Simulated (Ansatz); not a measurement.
## Mg3Te in Ansatz: the effect of functional

Mg3Te:

```
CELL_PARAMETERS angstrom
-2.16751 2.16751 5.35200
2.16751 -2.16751 5.35200
2.16751 2.16751 -5.35200
ATOMIC_POSITIONS crystal
Te 0.00000 0.00000 0.00000
Mg 0.25000 0.75000 0.50000
Mg 0.75000 0.25000 0.50000
Mg 0.50000 0.50000 0.00000
```

The cell comes from a database or a generator and needn't be the stable form of this composition.

The cell isn't the ideal one: volume scaled by 1.04.

Alike in all runs:

- Program: Ansatz 0.2.0
- Task: single point
- Potentials or basis: Ansatz PAW
- k mesh: 9 × 9 × 9
- Occupations: fermi-dirac, width 0.05 eV
- Spin: no spin polarisation

```csv
functional,cutoff,pressure (GPa)
LDA,420 eV (not typed: the program's choice for these potentials),-3.4
r2SCAN,500 eV (not typed: the program's choice for these potentials),?
PBE,420 eV (not typed: the program's choice for these potentials),-1.2
```

Problem. What does the run with functional r2SCAN give?

Solution. Pressure -2.1 GPa.

Caveats: the PAW data sets come from PBE, with cores solved anew for the run's functional, which leaves a small shift of forces and pressure (some runs).
